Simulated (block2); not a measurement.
# DMRG/STO-3G run of InF (SMILES [F][In]), part 2 of 2

block2 0.5.4. Earlier steps stand in the parts before.

**3. The triplet: the energy at DMRG/STO-3G**

The input, mol.xyz:

```xyz
2
FIn
F      0.000000     0.000000     0.015910
In     0.000000     0.000000     2.009580
```

The input, run_dmrg.py:

```python
import numpy as np
from pyscf import cc, dft, gto, lo, mcscf, mp, scf
from pyblock2._pyscf.ao2mo import integrals as itg
from pyblock2.driver.core import DMRGDriver, SymmetryTypes

mol = gto.M(atom="mol.xyz", basis="sto-3g", spin=2, verbose=4, max_memory=2000)
print("basis functions         : %d" % (mol.nao))
mf = scf.ROHF(mol)
mf.conv_tol = 1e-10
mf.max_cycle = 200
mf.kernel()
if not mf.converged:
    mf = mf.newton().run(mf.mo_coeff, mf.mo_occ)
print(f"SCF energy              : {mf.e_tot:.10f}")
ref = scf.UHF(mol).run(mf.make_rdm1(), conv_tol=1e-10)
pt = mp.MP2(ref, frozen=19).run()
mycc = cc.CCSD(ref, frozen=19)
mycc.max_cycle = 150
mycc.kernel()
print("MP2 total energy        : %.10f" % (pt.e_tot))
if mycc.converged:
    print(f"CCSD total energy       : {mycc.e_tot:.10f}")
    print("E(CCSD(T))              : %.10f" % (mycc.e_tot + mycc.ccsd_t()))
ks = dft.UKS(mol, xc="camb3lyp").set(conv_tol=1e-9, verbose=3).run(mf.make_rdm1())
if ks.converged:
    print("E(CAM-B3LYP)            : %.8f" % (ks.e_tot))
ks = dft.UKS(mol, xc="b3lyp").set(conv_tol=1e-9, verbose=3).run(mf.make_rdm1())
if ks.converged:
    print(f"E(B3LYP)                : {ks.e_tot:.8f}")
ks = dft.UKS(mol, xc="pbe").set(conv_tol=1e-9, verbose=3).run(mf.make_rdm1())
if ks.converged:
    print(f"E(PBE)                  : {ks.e_tot:.8f}")
ks = dft.UKS(mol, xc="pbe0").set(conv_tol=1e-9, verbose=3).run(mf.make_rdm1())
if ks.converged:
    print("E(PBE0)                 : %.8f" % (ks.e_tot))
mo = mf.mo_coeff.copy()
for a, b in ((19, 28), (30, 32)):
    if b - a > 1:
        mo[:, a:b] = lo.PM(mol, mo[:, a:b]).kernel()
mf.mo_coeff = mo
ncas, n_elec, spin, ecore, h1e, g2e, orb_sym = itg.get_rhf_integrals(mf, ncore=19, ncas=13, pg_symm=False, g2e_symm=8)
dmrg = DMRGDriver(scratch="./tmp", symm_type=SymmetryTypes.SU2, stack_mem=1500 << 20, n_threads=1)
dmrg.initialize_system(n_sites=ncas, n_elec=n_elec, spin=spin, orb_sym=orb_sym)
mpo = dmrg.get_qc_mpo(h1e=h1e, g2e=g2e, ecore=ecore, iprint=0)
occs = np.array([1.8] * 9 + [1.0] * 2 + [0.2] * 2)
psi = dmrg.get_random_mps(tag="GS", bond_dim=25, nroots=1, occs=occs)
bond_dims = [25] * 3 + [50] * 3 + [100] * 3
noises = [0.0001] * 3 + [0.0001] * 3 + [1e-05] * 3 + [0]
thrds = [1e-07] * 9
e = dmrg.dmrg(mpo, psi, n_sweeps=15, tol=1e-06, bond_dims=bond_dims, noises=noises, thrds=thrds, iprint=1)
ms, dws, es = dmrg.get_dmrg_results()
print("discarded weight        : %.3e" % (dws[-1]))
print("E(final)                : %.10f" % (e))
dm1 = dmrg.get_1pdm(psi)
print("NOONs                   :", np.round(np.linalg.eigvalsh(dm1)[::-1], 5).tolist())
c_act = mf.mo_coeff[:, 19:32]
dm_ao = c_act @ dm1 @ c_act.T + 2 * mf.mo_coeff[:, :19] @ mf.mo_coeff[:, :19].T
print("dipole moment (debye)   :", np.round(scf.hf.dip_moment(mol, dm_ao, verbose=0), 4).tolist())
print("max block entropy       : %.4f" % (max(dmrg.get_bipartite_entanglement(psi))))
csf, coef = dmrg.get_csf_coefficients(psi, cutoff=0.08, iprint=1)
print("leading coefficient squared: %.4f" % (np.max(np.abs(coef)) ** 2))
ci = mcscf.CASCI(mf, 13, (11, 9))
ci.fix_spin_(ss=2)
ci.fcisolver.conv_tol = 1e-10
ci.fcisolver.max_cycle = 200
ci.kernel()
print("FCI energy              : %.10f" % (ci.e_tot))
```

On the command line:

```sh
python run_dmrg.py
```

Standard output:

```text
[INPUT] verbose = 4
[INPUT] num. atoms = 2
[INPUT] num. electrons = 58
[INPUT] charge = 0
[INPUT] spin (= nelec alpha-beta = 2S) = 2
[INPUT] symmetry False subgroup None
[INPUT] Mole.unit = angstrom
[INPUT] Symbol           X                Y                Z      unit          X                Y                Z       unit  Magmom
[INPUT]  1 F      0.000000000000   0.000000000000   0.015910000000 AA    0.000000000000   0.000000000000   0.030065542642 Bohr   0.0
[INPUT]  2 In     0.000000000000   0.000000000000   2.009580000000 AA    0.000000000000   0.000000000000   3.797555825403 Bohr   0.0

nuclear repulsion = 117.054051079527
number of shells = 14
number of NR pGTOs = 96
number of NR cGTOs = 32
basis = sto-3g
ecp = {}
CPU time:         0.47
basis functions         : 32

******** <class 'pyscf.scf.rohf.ROHF'> ********
method = ROHF
initial guess = minao
damping factor = 0
level_shift factor = 0
DIIS = <class 'pyscf.scf.diis.CDIIS'>
diis_start_cycle = 1
diis_space = 8
diis_damp = 0
SCF conv_tol = 1e-10
SCF conv_tol_grad = None
SCF max_cycles = 200
direct_scf = True
direct_scf_tol = 1e-13
chkfile to save SCF result = tmpxgju3blq
max_memory 2000 MB (current use 144 MB)
num. doubly occ = 28  num. singly occ = 2
Set gradient conv threshold to 1e-05
init E= -5765.09409764448

[... the frontier-level lines of each cycle are left out ...]

cycle= 1 E= -5780.73085294607  delta_E= -15.6  |g|= 0.293  |ddm|= 1.71
cycle= 2 E= -5780.766853069  delta_E= -0.036  |g|= 0.17  |ddm|= 0.725
cycle= 3 E= -5780.79078494614  delta_E= -0.0239  |g|= 0.0464  |ddm|= 0.341
cycle= 4 E= -5780.79343546938  delta_E= -0.00265  |g|= 0.0163  |ddm|= 0.106
cycle= 5 E= -5780.7939591584  delta_E= -0.000524  |g|= 0.00116  |ddm|= 0.0817
cycle= 6 E= -5780.79396259154  delta_E= -3.43e-06  |g|= 0.000198  |ddm|= 0.00657
cycle= 7 E= -5780.79396267882  delta_E= -8.73e-08  |g|= 5.09e-05  |ddm|= 0.00108
cycle= 8 E= -5780.79396268642  delta_E= -7.6e-09  |g|= 9.94e-06  |ddm|= 0.000247
cycle= 9 E= -5780.79396268666  delta_E= -2.39e-10  |g|= 1.64e-06  |ddm|= 4.8e-05
cycle= 10 E= -5780.79396268666  delta_E= -4.55e-12  |g|= 3.99e-07  |ddm|= 5.42e-06
Extra cycle  E= -5780.79396268666  delta_E= -9.09e-13  |g|= 1.81e-07  |ddm|= 1.07e-06
converged SCF energy = -5780.79396268666
SCF energy              : -5780.7939626867

******** <class 'pyscf.scf.uhf.UHF'> ********
method = UHF
initial guess = minao
damping factor = 0
level_shift factor = 0
DIIS = <class 'pyscf.scf.diis.CDIIS'>
diis_start_cycle = 1
diis_space = 8
diis_damp = 0
SCF conv_tol = 1e-10
SCF conv_tol_grad = None
SCF max_cycles = 50
direct_scf = True
direct_scf_tol = 1e-13
chkfile to save SCF result = tmp4mmhgvn6
max_memory 2000 MB (current use 150 MB)
number electrons alpha = 30  beta = 28
Set gradient conv threshold to 1e-05
init E= -5780.79396268666
cycle= 1 E= -5780.79454148584  delta_E= -0.000579  |g|= 0.0101  |ddm|= 0.0388
cycle= 2 E= -5780.79477398341  delta_E= -0.000232  |g|= 0.00738  |ddm|= 0.0243
cycle= 3 E= -5780.79505143729  delta_E= -0.000277  |g|= 0.00454  |ddm|= 0.0446
cycle= 4 E= -5780.79525211854  delta_E= -0.000201  |g|= 0.00264  |ddm|= 0.0519
cycle= 5 E= -5780.79534240719  delta_E= -9.03e-05  |g|= 0.000857  |ddm|= 0.0526
cycle= 6 E= -5780.79534751638  delta_E= -5.11e-06  |g|= 0.000272  |ddm|= 0.0105
cycle= 7 E= -5780.79534780145  delta_E= -2.85e-07  |g|= 9.49e-05  |ddm|= 0.00195
cycle= 8 E= -5780.79534787798  delta_E= -7.65e-08  |g|= 5.1e-05  |ddm|= 0.00183
cycle= 9 E= -5780.79534788231  delta_E= -4.33e-09  |g|= 7.85e-06  |ddm|= 0.000194
cycle= 10 E= -5780.79534788243  delta_E= -1.21e-10  |g|= 2.93e-06  |ddm|= 3.51e-05
cycle= 11 E= -5780.79534788246  delta_E= -3.18e-11  |g|= 6.67e-07  |ddm|= 2.26e-05
Extra cycle  E= -5780.79534788246  delta_E= -9.09e-13  |g|= 3.13e-07  |ddm|= 1.64e-06
converged SCF energy = -5780.79534788246  <S^2> = 2.0164935  2S+1 = 3.0109756

******** <class 'pyscf.mp.ump2.UMP2'> ********
nocc = (np.int64(11), np.int64(9)), nmo = (13, 13)
frozen orbitals 19
max_memory 2000 MB (current use 160 MB)
E(UMP2) = -5780.82511018892  E_corr = -0.0297623064593415
E(SCS-UMP2) = -5780.82637964893  E_corr = -0.0310317664726459
E_corr(same-spin) = -0.00540346301372754
E_corr(oppo-spin) = -0.0243588434456139

******** <class 'pyscf.cc.uccsd.UCCSD'> ********
CC2 = 0
CCSD nocc = (np.int64(11), np.int64(9)), nmo = (13, 13)
frozen orbitals 19
max_cycle = 150
direct = 0
conv_tol = 1e-07
conv_tol_normt = 1e-06
diis_space = 6
diis_start_cycle = 0
diis_start_energy_diff = 1e+09
max_memory 2000 MB (current use 161 MB)
Init t2, MP2 energy = -0.0297622988260849
Init E_corr(UCCSD) = -0.029762298826231
cycle = 1  E_corr(UCCSD) = -0.033229029216386  dE = -0.00346673039  norm(t1,t2) = 0.0963514
cycle = 2  E_corr(UCCSD) = -0.0393881136526724  dE = -0.00615908444  norm(t1,t2) = 0.0406327
cycle = 3  E_corr(UCCSD) = -0.0397321455069571  dE = -0.000344031854  norm(t1,t2) = 0.0304703
cycle = 4  E_corr(UCCSD) = -0.0426036602638347  dE = -0.00287151476  norm(t1,t2) = 0.0155678
cycle = 5  E_corr(UCCSD) = -0.0425023956124407  dE = 0.000101264651  norm(t1,t2) = 0.00408343
cycle = 6  E_corr(UCCSD) = -0.0425528156924642  dE = -5.042008e-05  norm(t1,t2) = 0.00175797
cycle = 7  E_corr(UCCSD) = -0.0426125861109511  dE = -5.97704185e-05  norm(t1,t2) = 0.000749488
cycle = 8  E_corr(UCCSD) = -0.0425812869822717  dE = 3.12991287e-05  norm(t1,t2) = 0.000256151
cycle = 9  E_corr(UCCSD) = -0.0425785569936806  dE = 2.72998859e-06  norm(t1,t2) = 8.63676e-05
cycle = 10  E_corr(UCCSD) = -0.0425780558314434  dE = 5.01162237e-07  norm(t1,t2) = 4.28789e-05
cycle = 11  E_corr(UCCSD) = -0.0425779524980789  dE = 1.03333365e-07  norm(t1,t2) = 2.78255e-05
cycle = 12  E_corr(UCCSD) = -0.0425780680251153  dE = -1.15527036e-07  norm(t1,t2) = 1.42877e-05
cycle = 13  E_corr(UCCSD) = -0.0425778917233238  dE = 1.76301792e-07  norm(t1,t2) = 7.32653e-06
cycle = 14  E_corr(UCCSD) = -0.0425779096232836  dE = -1.78999599e-08  norm(t1,t2) = 2.8217e-06
cycle = 15  E_corr(UCCSD) = -0.0425779555013941  dE = -4.58781105e-08  norm(t1,t2) = 1.36654e-06
cycle = 16  E_corr(UCCSD) = -0.0425779786736138  dE = -2.31722197e-08  norm(t1,t2) = 6.24783e-07
UCCSD converged
E(UCCSD) = -5780.837925861134  E_corr = -0.04257797867361381
MP2 total energy        : -5780.8251101889
CCSD total energy       : -5780.8379258611
UCCSD(T) correction = -0.00474749998938084
E(CCSD(T))              : -5780.8426733611
radial grids:
    Treutler-Ahlrichs [JCP 102, 346 (1995); DOI:10.1063/1.469408] (M4) radial grids

becke partition: Becke, JCP 88, 2547 (1988); DOI:10.1063/1.454033
pruning grids: <function nwchem_prune at 0xe4f0e9f40180>
grids dens level: 3
symmetrized grids: False
atomic radii adjust function: <function treutler_atomic_radii_adjust at 0xe4f0e9f40680>
tot grids = 36136
converged SCF energy = -5783.23508942272  <S^2> = 2.0048653  2S+1 = 3.0032418
E(CAM-B3LYP)            : -5783.23508942
radial grids:
    Treutler-Ahlrichs [JCP 102, 346 (1995); DOI:10.1063/1.469408] (M4) radial grids

becke partition: Becke, JCP 88, 2547 (1988); DOI:10.1063/1.454033
pruning grids: <function nwchem_prune at 0xe4f0e9f40180>
grids dens level: 3
symmetrized grids: False
atomic radii adjust function: <function treutler_atomic_radii_adjust at 0xe4f0e9f40680>
tot grids = 36136











converged SCF energy = -5783.08431076974  <S^2> = 2.0034438  2S+1 = 3.002295
E(B3LYP)                : -5783.08431077
radial grids:
    Treutler-Ahlrichs [JCP 102, 346 (1995); DOI:10.1063/1.469408] (M4) radial grids

becke partition: Becke, JCP 88, 2547 (1988); DOI:10.1063/1.454033
pruning grids: <function nwchem_prune at 0xe4f0e9f40180>
grids dens level: 3
symmetrized grids: False
atomic radii adjust function: <function treutler_atomic_radii_adjust at 0xe4f0e9f40680>
tot grids = 36136























converged SCF energy = -5782.41162040991  <S^2> = 2.0026245  2S+1 = 3.0017492
E(PBE)                  : -5782.41162041
radial grids:
    Treutler-Ahlrichs [JCP 102, 346 (1995); DOI:10.1063/1.469408] (M4) radial grids

becke partition: Becke, JCP 88, 2547 (1988); DOI:10.1063/1.454033
pruning grids: <function nwchem_prune at 0xe4f0e9f40180>
grids dens level: 3
symmetrized grids: False
atomic radii adjust function: <function treutler_atomic_radii_adjust at 0xe4f0e9f40680>
tot grids = 36136











converged SCF energy = -5782.74833957033  <S^2> = 2.0046182  2S+1 = 3.0030772
E(PBE0)                 : -5782.74833957

******** <class 'pyscf.lo.pipek.PipekMezey'> ********
conv_tol = 1e-06
conv_tol_grad = None
max_cycle = 100
max_stepsize = 0.05
max_iters = 20
kf_interval = 5
kf_trust_region = 5
ah_start_tol = 1000000000.0
ah_start_cycle = 1
ah_level_shift = 0
ah_conv_tol = 1e-12
ah_lindep = 1e-14
ah_max_cycle = 40
ah_trust_region = 3
init_guess = atomic
algorithm = ciah
pop_method = meta_lowdin
exponent = 2
Set conv_tol_grad to 0.000316228
Init f(x)= 8.3578781128746  |g|= 0.288291
macro= 1  f(x)= 8.4026497845957  delta_f= 0.0447717  |g|= 0.0568906  3 KF 14 Hx
macro= 2  f(x)= 8.4038332411054  delta_f= 0.00118346  |g|= 0.00105912  2 KF 4 Hx
macro= 3  f(x)= 8.4038332439357  delta_f= 2.83035e-09  |g|= 7.06797e-05  1 KF 2 Hx
macro X = 3  f(x)= 8.4038332439357  |g|= 7.06797e-05  6 intor 6 KF 20 Hx

******** <class 'pyscf.lo.pipek.PipekMezey'> ********
conv_tol = 1e-06
conv_tol_grad = None
max_cycle = 100
max_stepsize = 0.05
max_iters = 20
kf_interval = 5
kf_trust_region = 5
ah_start_tol = 1000000000.0
ah_start_cycle = 1
ah_level_shift = 0
ah_conv_tol = 1e-12
ah_lindep = 1e-14
ah_max_cycle = 40
ah_trust_region = 3
init_guess = atomic
algorithm = ciah
pop_method = meta_lowdin
exponent = 2
Set conv_tol_grad to 0.000316228

WARN: Initial orbitals are close to convergence. Adding a small perturbation.

Init f(x)= 1.5263122329549  |g|= 0.000451111
macro= 1  f(x)= 1.5263124585108  delta_f= 2.25556e-07  |g|= 0.000451111  1 KF 1 Hx
macro= 2  f(x)= 1.5263124585108  delta_f= 0  |g|= 1.95483e-09  1 KF 1 Hx
macro X = 2  f(x)= 1.5263124585108  |g|= 1.95483e-09  4 intor 2 KF 2 Hx

Sweep =    0 | Direction =  forward | Bond dimension =   25 | Noise =  1.00e-04 | Dav threshold =  1.00e-07
Time elapsed =      0.354 | E =   -5780.8223641000 | DW = 1.21334e-05

Sweep =    1 | Direction = backward | Bond dimension =   25 | Noise =  1.00e-04 | Dav threshold =  1.00e-07
Time elapsed =      0.712 | E =   -5780.8430184168 | DE = -2.07e-02 | DW = 3.55244e-04

Sweep =    2 | Direction =  forward | Bond dimension =   25 | Noise =  1.00e-04 | Dav threshold =  1.00e-07
Time elapsed =      1.090 | E =   -5780.8436790052 | DE = -6.61e-04 | DW = 3.34432e-04

Sweep =    3 | Direction = backward | Bond dimension =   50 | Noise =  1.00e-04 | Dav threshold =  1.00e-07
Time elapsed =      1.678 | E =   -5780.8442753077 | DE = -5.96e-04 | DW = 6.75623e-06

Sweep =    4 | Direction =  forward | Bond dimension =   50 | Noise =  1.00e-04 | Dav threshold =  1.00e-07
Time elapsed =      2.462 | E =   -5780.8443681119 | DE = -9.28e-05 | DW = 1.61025e-05

Sweep =    5 | Direction = backward | Bond dimension =   50 | Noise =  1.00e-04 | Dav threshold =  1.00e-07
Time elapsed =      3.230 | E =   -5780.8443700462 | DE = -1.93e-06 | DW = 1.78852e-05

Sweep =    6 | Direction =  forward | Bond dimension =  100 | Noise =  1.00e-05 | Dav threshold =  1.00e-07
Time elapsed =      4.463 | E =   -5780.8444411092 | DE = -7.11e-05 | DW = 7.74014e-08

Sweep =    7 | Direction = backward | Bond dimension =  100 | Noise =  1.00e-05 | Dav threshold =  1.00e-07
Time elapsed =      6.220 | E =   -5780.8444527468 | DE = -1.16e-05 | DW = 6.61987e-07

Sweep =    8 | Direction =  forward | Bond dimension =  100 | Noise =  1.00e-05 | Dav threshold =  1.00e-07
Time elapsed =      8.005 | E =   -5780.8444547850 | DE = -2.04e-06 | DW = 5.45156e-07

Sweep =    9 | Direction = backward | Bond dimension =  100 | Noise =  0.00e+00 | Dav threshold =  1.00e-07
Time elapsed =      9.709 | E =   -5780.8444549609 | DE = -1.76e-07 | DW = 4.50906e-07

discarded weight        : 4.509e-07
E(final)                : -5780.8444549609
NOONs                   : [1.99989, 1.99987, 1.99981, 1.99971, 1.99931, 1.99857, 1.99347, 1.95903, 1.92753, 1.00999, 1.00594, 0.05476, 0.05212]
dipole moment (debye)   : [0.0, -0.0, 1.464]
max block entropy       : 0.7774
DTRIE T =      0.001
Number of CSF =          4 (cutoff =      0.08)
Sum of weights of included CSF =    0.928306647718397

CSF          0 222222222--00  =   -0.862346816945182
CSF          1 222222222-0-0  =   -0.400805322455138
CSF          2 2222222+2---0  =   -0.128841801088465
CSF          3 222222220--02  =    0.086136512622833
leading coefficient squared: 0.7436

******** <class 'pyscf.mcscf.casci.CASCI'> ********
CAS (11e+9e, 13o), ncore = 19, nvir = 0
natorb = False
canonicalization = True
sorting_mo_energy = False
max_memory 2000 MB (current use 317 MB)
******** <class 'pyscf.fci.addons.SpinPenaltyFCISolver'> ********
max. cycles = 200
conv_tol = 1e-10
davidson only = True
linear dependence = 1e-12
level shift = 0.001
max iter space = 12
max_memory 2000 MB
nroots = 1
pspace_size = 400
spin = None
Density matrix diagonal elements [1.99226306 1.99822008 1.9996304  1.99982528 1.99982932 1.99983314
 1.99317752 1.95101313 1.92623143 1.01508942 1.00624034 0.06024378
 0.05840312]
CASCI converged
CASCI E = -5780.84446703605  E(CI) = -104.875669788521  S^2 = 2.0000000
FCI energy              : -5780.8444670361
```

Wall time 24 s (1 thread of Arm Neoverse V1, shared host); peak memory 0.34 GiB.

**4. What came out**

What follows sums up all 2 parts.

At DMRG/STO-3G, 19 core orbitals frozen:

| quantity | value |
| --- | --- |
| run 1, DMRG/STO-3G: total energy | -5780.94948 Eh |
| triplet: total energy | -5780.84445 Eh |
| triplet: dipole moment (of the density that the program reports) | 1.46 D |
| vertical energy of the triplet above the singlet | 2.858 eV |

At this shape the triplet lies 2.86 eV (276 kJ/mol) above the singlet. In a minimal basis such a difference can be off by several eV, whatever the method. Relativity is left out (run 1, DMRG/STO-3G) although the molecule holds a heavy atom. Relativity is left out (triplet) although the molecule holds a heavy atom.
